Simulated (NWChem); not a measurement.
# CH2FNOSn (SMILES O=C=[N][SnH2][F]), step by step, part 2 of 2

NWChem 7.3.0. Earlier steps stand in the parts before.

**3. The doublet cation: a structure relaxation at UB3LYP/6-31G(d)/LANL2DZ (core potential, spherical functions) (run 2)**

Input file geom.nw:

```
start geom
title "CH2FNOSn B3LYP"
memory 2200 mb
charge 1

geometry noautosym
  O     -0.221700    -2.869300    -0.931600
  C     -0.121500    -1.906800    -0.283800
  N     -0.020900    -0.958200     0.449400
  Sn     0.157400     1.031600     0.318500
  F     -0.877100     1.510000    -1.220100
  H     -0.618600     1.696100     1.665200
  H      1.763800     1.428500    -0.043200
end

basis spherical bse
  * library 6-31G* except Sn
  Sn library LANL2DZ
end

ecp bse
  Sn library LANL2DZ
end

dft
  xc b3lyp
  mult 2
  grid fine
  convergence energy 1e-07
  maxiter 100
  mulliken
  print low
end

driver
  maxiter 60
end

freq
  temp 3 298.15 400 700
end

task dft optimize
task dft frequencies
```

Started as:

```bash
nwchem geom.nw > geom.out
```

Output:

```text
Northwest Computational Chemistry Package (NWChem) 7.3.0
             --------------------------------------------------------

           Job information
           ---------------

    nwchem branch   = 7.3.0
    use scalapack   = T
    input           = geom.nw
    prefix          = geom.
    data base       = ./geom.db
    status          = startup
    nproc           =        1

           Memory information
           ------------------

    heap     =     72089600 doubles =      550.0 Mbytes
    stack    =     72089597 doubles =      550.0 Mbytes
    global   =    144179200 doubles =     1100.0 Mbytes (distinct from heap & stack)
    total    =    288358397 doubles =     2200.0 Mbytes
    verify   = yes
    hardfail = no

           Directory information
           ---------------------

  0 permanent = .
  0 scratch   = .

                                NWChem Input Module
                                -------------------

                                  CH2FNOSn B3LYP
                                  --------------

 Scaling coordinates for geometry "geometry" by  1.889725989
 (inverse scale =  0.529177249)

          ------
          auto-z
          ------
  no constraints, skipping    0.0000000000000000
  no constraints, skipping    0.0000000000000000

                             Geometry "geometry" -> ""
                             -------------------------

 Output coordinates in angstroms (scale by  1.889725989 to convert to a.u.)

  No.       Tag          Charge          X              Y              Z
 ---- ---------------- ---------- -------------- -------------- --------------
    1 O                    8.0000    -0.20307073    -3.20090976    -0.93838415
    2 C                    6.0000    -0.10287073    -2.23840976    -0.29058415
    3 N                    7.0000    -0.00227073    -1.28980976     0.44261585
    4 Sn                  50.0000     0.17602927     0.69999024     0.31171585
    5 F                    9.0000    -0.85847073     1.17839024    -1.22688415
    6 H                    1.0000    -0.59997073     1.36449024     1.65841585
    7 H                    1.0000     1.78242927     1.09689024    -0.04998415

      Atomic Mass
      -----------

      O                 15.994910
      C                 12.000000
      N                 14.003070
      Sn               117.901800
      F                 18.998400
      H                  1.007825

 Effective nuclear repulsion energy (a.u.)     441.5534472211

            Nuclear Dipole moment (a.u.)
            ----------------------------
        X                 Y               Z
 ---------------- ---------------- ----------------
    -0.0000000000     0.0000000000     0.0000000000

                                Z-matrix (autoz)
                                --------

 Units are Angstrom for bonds and degrees for angles

      Type          Name      I     J     K     L     M      Value
      ----------- --------  ----- ----- ----- ----- ----- ----------
    1 Stretch                  1     2                       1.16451
    2 Stretch                  2     3                       1.20314
    3 Stretch                  3     4                       2.00206
    4 Stretch                  4     5                       1.91477
    5 Stretch                  4     6                       1.69037
    6 Stretch                  4     7                       1.69378
    7 Bend                     1     3     4               140.53914
    8 Bend                     2     3     4               138.69552
    9 Bend                     3     4     5               104.63968
   10 Bend                     3     4     6               107.32128
   11 Bend                     3     4     7               109.34894
   12 Bend                     5     4     6               107.09360
   13 Bend                     5     4     7               106.39529
   14 Bend                     6     4     7               120.89084
   15 Torsion                  2     3     4     5          34.27477
   16 Torsion                  2     3     4     6         147.83391
   17 Torsion                  2     3     4     7         -79.36135
   18 Torsion                  1     2     4     3         179.99859

            XYZ format geometry
            -------------------
     7
 geometry
 O                    -0.20307073    -3.20090976    -0.93838415
 C                    -0.10287073    -2.23840976    -0.29058415
 N                    -0.00227073    -1.28980976     0.44261585
 Sn                    0.17602927     0.69999024     0.31171585
 F                    -0.85847073     1.17839024    -1.22688415
 H                    -0.59997073     1.36449024     1.65841585
 H                     1.78242927     1.09689024    -0.04998415

 ==============================================================================
                                internuclear distances
 ------------------------------------------------------------------------------
       center one      |      center two      | atomic units |  angstroms
 ------------------------------------------------------------------------------
    2 C                |   1 O                |     2.20061  |     1.16451
    3 N                |   2 C                |     2.27360  |     1.20314
    4 Sn               |   3 N                |     3.78334  |     2.00206
    5 F                |   4 Sn               |     3.61839  |     1.91477
    6 H                |   4 Sn               |     3.19433  |     1.69037
    7 H                |   4 Sn               |     3.20077  |     1.69378
 ------------------------------------------------------------------------------
                         number of included internuclear distances:          6
 ==============================================================================

 ==============================================================================
                                 internuclear angles
 ------------------------------------------------------------------------------
        center 1       |       center 2       |       center 3       |  degrees
 ------------------------------------------------------------------------------
    1 O                |   2 C                |   3 N                |   176.25
    2 C                |   3 N                |   4 Sn               |   138.70
    3 N                |   4 Sn               |   5 F                |   104.64
    3 N                |   4 Sn               |   6 H                |   107.32
    3 N                |   4 Sn               |   7 H                |   109.35
    5 F                |   4 Sn               |   6 H                |   107.09
    5 F                |   4 Sn               |   7 H                |   106.40
    6 H                |   4 Sn               |   7 H                |   120.89
 ------------------------------------------------------------------------------
                            number of included internuclear angles:          8
 ==============================================================================

 Summary of "ao basis" -> "" (spherical)
 ------------------------------------------------------------------------------
       Tag                 Description            Shells   Functions and Types
 ---------------- ------------------------------  ------  ---------------------
 Sn                         LANL2DZ                  4        8   2s2p
 *                           6-31G*                all atoms except Sn

                 ECP       "ecp basis" -> "" (cartesian)
                -----
  [basis functions not shown]

                           NWChem Geometry Optimization
                           ----------------------------

                                  CH2FNOSn B3LYP

  no constraints, skipping    0.0000000000000000
 maximum gradient threshold         (gmax) =   0.000450
 rms gradient threshold             (grms) =   0.000300
 maximum cartesian step threshold   (xmax) =   0.001800
 rms cartesian step threshold       (xrms) =   0.001200
 fixed trust radius                (trust) =   0.300000
 maximum step size to saddle      (sadstp) =   0.100000
 energy precision                  (eprec) =   5.0D-06
 maximum number of steps          (nptopt) =   60
 initial hessian option           (inhess) =    0
 line search option               (linopt) =    1
 hessian update option            (modupd) =    1
 saddle point option              (modsad) =    0
 initial eigen-mode to follow     (moddir) =    0
 initial variable to follow       (vardir) =    0
 follow first negative mode     (firstneg) =    T
 apply conjugacy                    (opcg) =    F
 source of zmatrix                         =   autoz

          -------------------
          Energy Minimization
          -------------------

 Names of Z-matrix variables
    1              2              3              4              5
    6              7              8              9             10
   11             12             13             14             15
   16             17             18

 Variables with the same non-blank name are constrained to be equal

 Using diagonal initial Hessian
 Scaling for Hessian diagonals: bonds = 1.00  angles = 0.25  torsions = 0.10

          --------
          Step   0
          --------

                         Geometry "geometry" -> "geometry"
                         ---------------------------------

 Output coordinates in angstroms (scale by  1.889725989 to convert to a.u.)

  No.       Tag          Charge          X              Y              Z
 ---- ---------------- ---------- -------------- -------------- --------------
    1 O                    8.0000    -0.20307073    -3.20090976    -0.93838415
    2 C                    6.0000    -0.10287073    -2.23840976    -0.29058415
    3 N                    7.0000    -0.00227073    -1.28980976     0.44261585
    4 Sn                  50.0000     0.17602927     0.69999024     0.31171585
    5 F                    9.0000    -0.85847073     1.17839024    -1.22688415
    6 H                    1.0000    -0.59997073     1.36449024     1.65841585
    7 H                    1.0000     1.78242927     1.09689024    -0.04998415

      Atomic Mass
      -----------

      O                 15.994910
      C                 12.000000
      N                 14.003070
      Sn               117.901800
      F                 18.998400
      H                  1.007825

 Effective nuclear repulsion energy (a.u.)     441.5534472211

            Nuclear Dipole moment (a.u.)
            ----------------------------
        X                 Y               Z
 ---------------- ---------------- ----------------
    -0.0000000000     0.0000000000     0.0000000000

                                 NWChem DFT Module
                                 -----------------

                                  CH2FNOSn B3LYP

                      Basis "ao basis" -> "ao basis" (spherical)
                      -----
  [basis functions not shown]

 Summary of "ao basis" -> "ao basis" (spherical)
 ------------------------------------------------------------------------------
       Tag                 Description            Shells   Functions and Types
 ---------------- ------------------------------  ------  ---------------------
 Sn                         LANL2DZ                  4        8   2s2p
 O                           6-31G*                  6       14   3s2p1d
 C                           6-31G*                  6       14   3s2p1d
 N                           6-31G*                  6       14   3s2p1d
 F                           6-31G*                  6       14   3s2p1d
 H                           6-31G*                  2        2   2s

  Caching 1-el integrals
   Time after variat. SCF:      0.3

     ---------------------------------------------
      Total Density - Mulliken Population Analysis
     ---------------------------------------------

    Atom       Charge   Shell Charges
 -----------   ------   -------------------------------------------------------
    1 O    8     8.73   2.00  1.00  3.22  0.91  1.57  0.03
    2 C    6     4.86   2.00  0.73  1.56  0.22  0.24  0.11
    3 N    7     8.07   2.00  0.89  2.72  0.91  1.52  0.03
    4 Sn   4     2.09   0.35  0.92  0.68  0.14
    5 F    9     9.84   2.00  1.01  3.76  0.97  2.10  0.00
    6 H    1     0.71   0.30  0.41
    7 H    1     0.70   0.29  0.41

     --------------------------------------------
      Spin Density - Mulliken Population Analysis
     --------------------------------------------

    Atom       Charge   Shell Charges
 -----------   ------   -------------------------------------------------------
    1 O    8     0.01   0.00  0.00  0.01 -0.00  0.00  0.00
    2 C    6     0.01   0.00  0.00  0.01  0.00  0.00  0.00
    3 N    7     0.04   0.00  0.00  0.03  0.00  0.01  0.00
    4 Sn   4     0.31   0.00 -0.00  0.25  0.06
    5 F    9     0.01   0.00  0.00  0.01 -0.00  0.00  0.00
    6 H    1     0.30   0.12  0.18
    7 H    1     0.31   0.13  0.19
   Time prior to 1st pass:      0.3

           Memory utilization after 1st SCF pass:
           Heap Space remaining (MW):       36.19            36191288
          Stack Space remaining (MW):       72.09            72088788

   convergence    iter        energy       DeltaE   RMS-Dens  Diis-err    time
 ---------------- ----- ----------------- --------- --------- ---------  ------
 d= 0,ls=0.0,diis     1   -271.7055506206 -3.89D+02  4.50D-02  8.07D-01     1.4
                                                     3.60D-02  7.87D-01
 d= 0,ls=0.5,diis     2   -267.9301718137  3.78D+00  1.72D-02  8.95D+00     2.4
                                                     1.48D-02  8.24D+00
 d= 0,ls=0.5,diis     3   -270.8325974227 -2.90D+00  1.26D-02  2.67D+00     3.5
                                                     8.06D-03  2.30D+00
[... 4 lines of this table left out ...]
 d= 0,ls=0.5,diis     6   -272.0752842081 -1.16D-01  2.94D-03  5.62D-02     6.5
                                                     1.83D-03  3.66D-02
  Resetting Diis
 d= 0,ls=0.5,diis     7   -272.1076927055 -3.24D-02  1.86D-03  1.40D-02     7.5
                                                     1.17D-03  8.02D-03
 d= 0,ls=0.5,diis     8   -272.1184377286 -1.07D-02  1.04D-03  3.13D-03     8.6
                                                     7.35D-04  1.87D-03
 d= 0,ls=0.5,diis     9   -272.1215829961 -3.15D-03  5.72D-04  1.55D-03     9.7
                                                     4.53D-04  1.48D-03
[... 180 lines of this table left out ...]
 d= 0,ls=0.5,diis   100   -272.1358512108 -5.35D-07  2.15D-06  1.74D-07   110.0
                                                     1.73D-05  2.23D-07

      Calculation failed to converge
      ------------------------------

         Total DFT energy =     -272.135851709789
      One electron energy =     -599.181690496885
           Coulomb energy =      242.379639340674
    Exchange-Corr. energy =      -32.768943663352
 Nuclear repulsion energy =      117.435143109775

 Numeric. integr. density =       34.999999896980

     Total iterative time =    110.8s

     ---------------------------------------------
      Total Density - Mulliken Population Analysis
     ---------------------------------------------

    Atom       Charge   Shell Charges
 -----------   ------   -------------------------------------------------------
    1 O    8     8.11   2.00  0.96  2.80  0.92  1.38  0.04
    2 C    6     5.26   2.00  0.72  1.98  0.13  0.34  0.10
    3 N    7     7.53   2.00  0.81  2.39  0.95  1.35  0.03
    4 Sn   4     2.63   0.34  0.87  1.30  0.12
    5 F    9     9.47   2.00  0.93  3.27  1.06  2.21  0.01
    6 H    1     1.01   0.47  0.53
    7 H    1     0.99   0.47  0.52

     --------------------------------------------
      Spin Density - Mulliken Population Analysis
     --------------------------------------------

    Atom       Charge   Shell Charges
 -----------   ------   -------------------------------------------------------
    1 O    8     0.36   0.00  0.01  0.26 -0.00  0.10 -0.00
    2 C    6    -0.14  -0.00 -0.01 -0.08 -0.01 -0.05  0.02
    3 N    7     0.56   0.00  0.02  0.35  0.01  0.18 -0.00
    4 Sn   4    -0.08  -0.01 -0.03 -0.02 -0.03
    5 F    9     0.05  -0.00  0.00  0.03 -0.00  0.01 -0.00
    6 H    1     0.09   0.04  0.05
    7 H    1     0.16   0.07  0.09

     -------------------------------------------
      Total Density - Lowdin Population Analysis
     -------------------------------------------

    Atom       Charge   Shell Charges
 -----------   ------   -------------------------------------------------------
    1 O    8     7.87   1.99  0.88  2.63  0.68  1.62  0.07
    2 C    6     5.75   1.98  0.53  1.72  0.32  0.96  0.24
    3 N    7     7.19   1.99  0.73  2.25  0.60  1.57  0.05
    4 Sn   4     2.75   0.38  0.64  1.20  0.53
    5 F    9     9.42   1.99  0.95  3.16  0.95  2.36  0.01
    6 H    1     1.02   0.45  0.57
    7 H    1     1.00   0.45  0.56

     ------------------------------------------
      Spin Density - Lowdin Population Analysis
     ------------------------------------------

    Atom       Charge   Shell Charges
 -----------   ------   -------------------------------------------------------
    1 O    8     0.34   0.00  0.01  0.25 -0.00  0.09 -0.00
    2 C    6    -0.07  -0.00 -0.01 -0.07 -0.00 -0.03  0.04
    3 N    7     0.51   0.00  0.01  0.33  0.00  0.17 -0.00
    4 Sn   4    -0.04  -0.01 -0.01 -0.01 -0.01
    5 F    9     0.05   0.00  0.00  0.03 -0.00  0.02 -0.00
    6 H    1     0.07   0.04  0.03
    7 H    1     0.13   0.07  0.06

     --------------------------
     Expectation value of S2:
     --------------------------
      <S2> =      0.7647 (Exact =     0.7500)

 ------------------------------------------------------------------------
 driver: task_gradient failed                   0
 ------------------------------------------------------------------------
 ------------------------------------------------------------------------
  current input line :
    43: task dft optimize
 ------------------------------------------------------------------------
 ------------------------------------------------------------------------
 There is an error related to the specified geometry
 ------------------------------------------------------------------------

0:driver: task_gradient failed:Received an Error in Communication
  Errorcode: -1
```

Wall time 1.9 min (1 thread of AMD EPYC 7B13 (Zen 3), shared host); peak memory 0.12 GiB.

The run stopped without converging.

**4. Results**

What follows sums up all 2 parts.

| quantity | value |
| --- | --- |
| run 1, B3LYP/6-31G*/LANL2DZ: total energy at the end | -272.53385 Eh |
| run 1, B3LYP/6-31G*/LANL2DZ: lowest harmonic wavenumber | 24 cm⁻¹ |
| run 1, B3LYP/6-31G*/LANL2DZ: highest harmonic wavenumber | 2382 cm⁻¹ |
| run 1, B3LYP/6-31G*/LANL2DZ: zero-point energy | 76.2 kJ/mol |
| run 1, B3LYP/6-31G*/LANL2DZ: ideal-gas entropy at 298.15 K (symmetry number 1 as used) | 85.9 cal/(mol K) |
| doublet cation | no result (not converged) |

All 15 modes (run 1, B3LYP/6-31G*/LANL2DZ) are real, though the softest (24 cm⁻¹) is within numerical noise. The optimisation (run 1, B3LYP/6-31G*/LANL2DZ) took 11 steps and changed the energy by -0.100 eV. Mulliken charges (run 1, B3LYP/6-31G*/LANL2DZ) run from -0.74 on N3 to +1.39 on Sn4; they depend strongly on the basis. 1 of the 2 runs did not end normally.
